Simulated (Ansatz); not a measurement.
# MgTlF4: the cost of one run

Program: Ansatz 0.2.0. Level of theory: DFT PBE, scalar-relativistic, plane waves, PAW. These are calculated values, not measurements.

## Step 1: Starting point

Symmetry: P6/mmm, No. 191, hexagonal system. Conventional cell: a = 3.472 Å, b = 3.472 Å, c = 7.500 Å, α = 90.00°, β = 90.00°, γ = 120.00°. Mg (site symmetry 6/mmm) has 12 F at 2.74 Å as nearest neighbours. Around Tl (site symmetry 6/mmm) lie 12 F at 2.74 Å. F (site symmetry 3m) has 3 F at 2.00 Å and 3 Mg at 2.74 Å and 3 Tl at 2.74 Å as nearest neighbours.

Structure file:

```
CELL_PARAMETERS angstrom
3.47234 0.00000 0.00000
-1.73617 3.00713 0.00000
0.00000 0.00000 7.50025
ATOMIC_POSITIONS crystal
Mg 0.00000 0.00000 0.00000
Tl 0.00000 0.00000 0.50000
F 0.33333 0.66667 0.25000
F 0.33333 0.66667 0.75000
F 0.66667 0.33333 0.25000
F 0.66667 0.33333 0.75000
```

Recipe of the guess: ordered mixture on the cation sites of aluminium diboride (P6/mmm, No. 191). Lengths come from tabulated atomic sizes and are only a guess.

## Step 2: A first look at the guess

Input file input.yaml:

```yaml
crystal:
  lattice:
    - [3.47233578, 0.0, 0.0]
    - [-1.73616789, 3.007131, 0.0]
    - [0.0, 0.0, 7.50024529]
  atoms:
    - { symbol: Mg, position: [0.0, 0.0, 0.0] }
    - { symbol: Tl, position: [0.0, 0.0, 0.5] }
    - { symbol: F, position: [0.33333333, 0.66666667, 0.25] }
    - { symbol: F, position: [0.33333333, 0.66666667, 0.75] }
    - { symbol: F, position: [0.66666667, 0.33333333, 0.25] }
    - { symbol: F, position: [0.66666667, 0.33333333, 0.75] }
basis:
  ecutwfc: 420
kpoints:
  mp_grid: { grid: [6, 6, 2] }
hamiltonian:
  xc: pbe
scf:
  occupations: { method: gaussian, width: 0.1 }
  lower_state_search: "off"
output:
  forces: true
  stress: true
  eigenvalues: true
```

The run is started by

```
> ansatz run input.yaml --threads 1 --pin off --max-ram 2048MiB --backend cpu --events-out ev --progress --plain --runs-dir out
```

**Question.** How long does this run take on 1 thread of Intel Xeon Platinum 8488C (Sapphire Rapids), shared host, and how much memory does it need?

About 1.8 s, with a peak of 0.39 GiB.
